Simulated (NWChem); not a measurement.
**PBE0/def2-SVP (core potential) run of AuF (SMILES [F][Au])**

What is the electronic atomisation energy of AuF at PBE0/def2-SVP (core potential)? 

The calculation is run with NWChem 7.3.0.

3 further runs of the same task are left out: 3 that didn't finish.

**1. The structure to begin with**

AuF: 2 atoms, total charge 0, spin state singlet. As SMILES, `[F][Au]`. The shape is that of a PBE0-D4/def2-TZVP optimisation.

Bond lengths: F1–Au2 1.939 Å.

**2. The energy at PBE0/def2-SVP (core potential)**

Contents of auf.nw:

```
echo
start auf
title "AuF"
memory total 2200 mb
charge 0

geometry noautosym nocenter noautoz
 F        0.839700      -0.327100       0.415300
 Au      -0.810300       0.267000      -0.411300
end

basis spherical bse
 * library def2-SVP
end

ecp bse
 Au library def2-SVP
end

dft
 xc pbe0
 grid huge
 convergence energy 1e-08
 iterations 100
 mulliken
 print low
end

task dft energy
```

Run with:

```sh
$ nwchem auf.nw > auf.out
```

Standard output:

```text
[...]
 d= 0,ls=0.0,diis     1   -235.2813479304 -2.82D+02  3.84D-02  4.65D-01     1.4
[...]
 d= 0,ls=0.0,diis     8   -235.3451153772 -7.29D-09  9.45D-06  3.86D-07     9.5
         Total DFT energy =     -235.345115377186
      One electron energy =     -471.451071586797
           Coulomb energy =      212.628913524826
    Exchange-Corr. energy =      -23.197186058211
 Nuclear repulsion energy =       46.674228742996
[...]
      Total Density - Mulliken Population Analysis
     ---------------------------------------------
    Atom       Charge   Shell Charges
 -----------   ------   -------------------------------------------------------
    1 F    9     9.40   1.99  1.13  0.85  3.28  2.15  0.00
    2 Au  19    18.60   0.07 -0.47  1.84  0.57  0.57  0.13  5.61  0.43  0.10  8.46  1.29  0.01
[...]
```

Wall time 10 s (1 thread of Intel Xeon Platinum 8488C (Sapphire Rapids), shared host); peak memory 0.14 GiB.

**3. The Au atom at the same level**

Contents of au.nw:

```
start au
title "Au PBE0"
memory stack 880 mb heap 220 mb global 1100 mb
charge 0
geometry units angstroms noautosym nocenter noautoz
  Au    0.000000    0.000000    0.000000
end
basis spherical bse
  * library def2-SVP
end
ecp bse
  Au library def2-SVP
end
dft
  xc pbe0
  mult 2
  grid huge
  convergence energy 1e-08
  maxiter 100
  mulliken
  print low
end
task dft energy
```

Run the same way, it converges to -135.69676 Eh (log not shown).

**4. The F atom, same level**

Contents of mol.nw:

```
start mol
memory stack 880 mb heap 220 mb global 1100 mb
charge 0

geometry units angstroms noautosym nocenter noautoz
 F      0.000000     0.000000     0.000000
end

basis spherical bse
 * library def2-SVP
end

dft
 xc pbe0
 mult 2
 grid huge
 convergence energy 1e-08
 iterations 100
 mulliken
 noprint "final vectors analysis"
end

task dft energy
```

Run the same way, it converges to -99.54906 Eh (log not shown).

**5. Outcome**

At PBE0/def2-SVP (core potential):

```
                     quantity          value
       molecule: total energy  -235.34512 Eh
        Au atom: total energy  -135.69676 Eh
                Au atom: ⟨S²⟩          0.751
         F atom: total energy   -99.54906 Eh
                 F atom: ⟨S²⟩          0.751
electronic atomisation energy       2.702 eV
```

In words: Taking the molecule apart into free atoms costs 2.70 eV (261 kJ/mol), before zero-point energy and without spin-orbit coupling.
